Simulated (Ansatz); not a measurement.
# triplet C2H5BO: levels of theory compared

Aim: a comparison of 6 runs (UHF/def2-SVP, U-r2SCAN0/def2-SVP, U-wB97M-V/def2-SVP, UBHLYP/def2-SVP, UHSE06/def2-SVP, RPA@PBE/def2-SVP) of triplet C2H5BO. 

The calculation is run with Ansatz 0.2.0.

68 further runs of the same task are left out: 68 set aside as unsound or not needed.

## (1) The system as given

The species is C2H5BO (9 atoms), meant as a triplet with charge 0. As SMILES of the parent species, `B1CCO1`. The coordinates come from a PBE0-D4/def2-TZVP relaxation. That shape belongs to the parent species and isn't relaxed for this state.

Bond lengths: B1–C2 1.580 Å, C2–C3 1.533 Å, B1–O4 1.364 Å, C3–O4 1.455 Å, B1–H5 1.195 Å, C2–H6 1.091 Å, C2–H7 1.091 Å, C3–H8 1.092 Å, C3–H9 1.092 Å. Some angles: B1–C2–C3 80.2°, C2–B1–O4 95.4°, C2–C3–O4 93.7°, B1–O4–C3 90.7°, B1–C2–H6 117.4°, B1–C2–H7 117.4°, C3–C2–H6 115.4°, C3–C2–H7 115.4°, C2–B1–H5 139.9°, O4–B1–H5 124.7°.

## (2) A single-point energy at UHF/def2-SVP (run 1)

Contents of run.yaml:

```yaml
crystal:
  periodic: [false, false, false]
  atoms:
    - {symbol: B, position_ang: [-0.402600, 0.301700, -1.082000]}
    - {symbol: C, position_ang: [0.506000, 0.617000, 0.171000]}
    - {symbol: C, position_ang: [-0.098600, -0.719600, 0.617700]}
    - {symbol: O, position_ang: [-0.884800, -0.878500, -0.596200]}
    - {symbol: H, position_ang: [-0.697000, 0.772800, -2.139500]}
    - {symbol: H, position_ang: [0.236300, 1.479000, 0.782200]}
    - {symbol: H, position_ang: [1.586200, 0.614100, 0.021000]}
    - {symbol: H, position_ang: [-0.757600, -0.681300, 1.487200]}
    - {symbol: H, position_ang: [0.600600, -1.551500, 0.721500]}
basis:
  gaussian:
    orbitals: def2-SVP
magnetization:
  spin_polarized: true
  initial_magnetization: 2
hamiltonian:
  xc: hf
accuracy: high
output: {orbitals: {seedname: orbitals}}
```

On the command line:

```console
$ ansatz run run.yaml --threads 1 --pin off --max-ram 3480MiB --events-out events.jsonl --progress --plain --runs-dir runs
```

Log:

```text
Warning: RAYON_NUM_THREADS=1 ignored (pool sized by the plan → 1); use --threads N
Functional definition: HF
  name "HF"
  exchange = exact_x
  correlation = 0
1978 factors; integrals over basis functions are off by at most 3.5e-9 eV
mean field evaluation 1: about -4836.1943 eV, gradient 2.2e1 eV
mean field evaluation 2: about -4836.3121 eV, gradient 2.2e1 eV
mean field evaluation 4: about -4839.0575 eV, gradient 3.4e0 eV
mean field evaluation 8: about -4839.2149 eV, gradient 5.3e-1 eV
mean field evaluation 16: about -4839.2391 eV, gradient 2.9e-8 eV
mean field evaluation 32: about -4839.4026 eV, gradient 1.3e-3 eV
mean field evaluation 64: about -4838.6847 eV, gradient 9.3e-1 eV
mean field evaluation 96: about -4830.6292 eV, gradient 2.7e1 eV
mean field evaluation 128: about -4839.0688 eV, gradient 1.1e0 eV
mean field evaluation 160: about -4835.4620 eV, gradient 2.3e0 eV
mean field -4839.40264648 eV, -177.8447669934 hartree, gradient 2.1e-8 eV, S^2 2.022001; 1 other end points of the search recorded, 0 dependent functions left out
reference -4839.40264648 eV, -177.8447669934 hartree; 16, 14 occupied and 65, 67 virtual orbitals, 1978 factors
Total energy: -4839.40264648 eV, -177.8447669934 hartree
```

It took 6.6 s on 1 thread of Arm Neoverse V2, shared host; peak memory 0.33 GiB.

## (3) A single-point energy at U-r2SCAN0/def2-SVP (run 2)

Contents of job.yaml:

```yaml
crystal:
  periodic: [false, false, false]
  atoms:
    - {symbol: B, position_ang: [-0.402600, 0.301700, -1.082000]}
    - {symbol: C, position_ang: [0.506000, 0.617000, 0.171000]}
    - {symbol: C, position_ang: [-0.098600, -0.719600, 0.617700]}
    - {symbol: O, position_ang: [-0.884800, -0.878500, -0.596200]}
    - {symbol: H, position_ang: [-0.697000, 0.772800, -2.139500]}
    - {symbol: H, position_ang: [0.236300, 1.479000, 0.782200]}
    - {symbol: H, position_ang: [1.586200, 0.614100, 0.021000]}
    - {symbol: H, position_ang: [-0.757600, -0.681300, 1.487200]}
    - {symbol: H, position_ang: [0.600600, -1.551500, 0.721500]}
basis:
  gaussian:
    orbitals: def2-SVP
magnetization:
  spin_polarized: true
  initial_magnetization: 2
hamiltonian:
  xc: {name: r2SCAN0}
accuracy: high
output: {orbitals: {seedname: orbitals}}
```

On the command line:

```console
$ ansatz run job.yaml --threads 1 --pin off --max-ram 3480MiB --events-out events.jsonl --progress --plain --runs-dir runs
```

Log:

```text
Warning: RAYON_NUM_THREADS=1 ignored (pool sized by the plan → 1); use --threads N
Functional definition: r2SCAN0
  name "r2SCAN0"
  parameter a = 0.25
  parameter k0 = 0.174
  parameter k1 = 0.065
  parameter a1 = 4.9479
  exchange = (1 - a)*r2scan_x(k0 = k0, k1 = k1, a1 = a1) + a*exact_x
  correlation = r2scan_c
1978 factors; integrals over basis functions are off by at most 3.5e-9 eV
mean field evaluation 1: about -4862.4534 eV, gradient 2.7e1 eV
mean field evaluation 2: about -4860.8803 eV, gradient 3.5e1 eV
mean field evaluation 4: about -4865.8248 eV, gradient 2.2e0 eV
mean field evaluation 8: about -4866.1004 eV, gradient 2.2e-1 eV
mean field evaluation 16: about -4866.1022 eV, gradient 1.0e-2 eV
mean field evaluation 32: about -4866.1022 eV, gradient 7.1e-6 eV
mean field -4866.10220511 eV, -178.8259576754 hartree, gradient 6.1e-8 eV, S^2 2.008211; 4 other end points of the search recorded, 0 dependent functions left out
reference -4866.10220662 eV, -178.8259577309 hartree; 16, 14 occupied and 65, 67 virtual orbitals, 1978 factors
Total energy: -4866.10220662 eV, -178.8259577309 hartree
```

Wall time 33 s (1 thread of Arm Neoverse V2, shared host); peak memory 0.47 GiB.

Runs 3 to 5 aren't shown in full; the table further down has their settings and results.

## (4) A single-point energy at RPA@PBE/def2-SVP (run 6)

Contents of in.yaml:

```yaml
basis:
  gaussian: {orbitals: def2-SVP}
crystal:
  periodic: [false, false, false]
  atoms:
    - symbol: B
      position_ang: [-0.402600, 0.301700, -1.082000]
    - symbol: C
      position_ang: [0.506000, 0.617000, 0.171000]
    - symbol: C
      position_ang: [-0.098600, -0.719600, 0.617700]
    - symbol: O
      position_ang: [-0.884800, -0.878500, -0.596200]
    - symbol: H
      position_ang: [-0.697000, 0.772800, -2.139500]
    - symbol: H
      position_ang: [0.236300, 1.479000, 0.782200]
    - symbol: H
      position_ang: [1.586200, 0.614100, 0.021000]
    - symbol: H
      position_ang: [-0.757600, -0.681300, 1.487200]
    - symbol: H
      position_ang: [0.600600, -1.551500, 0.721500]
magnetization: {spin_polarized: true, initial_magnetization: 2}
hamiltonian: {xc: pbe}
correlation: {method: rpa, frozen_orbitals: {B: 1, C: 1, H: 0, O: 1}}
accuracy: high
```

On the command line:

```console
$ ansatz run in.yaml --threads 1 --pin off --max-ram 3480MiB --events-out events.jsonl --progress --plain --runs-dir runs
```

Log (excerpt; [...] marks lines left out):

```text
Warning: RAYON_NUM_THREADS=1 ignored (pool sized by the plan → 1); use --threads N
Functional definition: PBE
  name "PBE"
[...]
1978 factors; integrals over basis functions are off by at most 3.5e-9 eV
[...]
mean field -4863.44193772 eV, -178.7281946519 hartree, gradient 6.7e-8 eV, S^2 2.002721; 8 other end points of the search recorded, 0 dependent functions left out
4 core orbitals not correlated: weight in the atoms' cores, before any rotation towards them, 1.000 or more for the frozen orbitals, at most 0.000 for the correlated occupied ones
reference -4838.11726538 eV, -177.7975301091 hartree; 12, 10 occupied and 65, 67 virtual orbitals, 1978 factors
Total energy: -4862.45418984 eV, -178.6918955866 hartree
```

It took 29 s on 1 thread of Arm Neoverse V2, shared host; peak memory 0.41 GiB.

## (5) The series

| run | level | frozen core orbitals | energy (Eh) | HOMO energy (eV) | ⟨S²⟩ | wall time |
| --- | --- | --- | --- | --- | --- | --- |
| 1 | UHF/def2-SVP | – | -177.844767 | -5.42 | 2.022 | 6.6 s |
| 2 | U-r2SCAN0/def2-SVP | – | -178.825958 | -2.74 | 2.008 | 33 s |
| 3 | U-wB97M-V/def2-SVP | – | -178.856933 | -4.37 | 2.004 | 2.7 min |
| 4 | UBHLYP/def2-SVP | – | -178.837840 | -3.41 | 2.008 | 16 s |
| 5 | UHSE06/def2-SVP | – | -178.730684 | -2.11 | 2.005 | 19 s |
| 6 | RPA@PBE/def2-SVP | 4 | -178.691896 | – | 2.003 | 29 s |

## (6) Summary of results

```
                                quantity          value
                     run 6: total energy  -178.69190 Eh
 run 6: RPA correlation energy (valence)     -894.4 mEh
run 6: ⟨S²⟩ of the reference determinant          2.003
```

Totals of different functionals can't be ranked against each other. All runs together took 4.4 min, the longest 2.7 min.
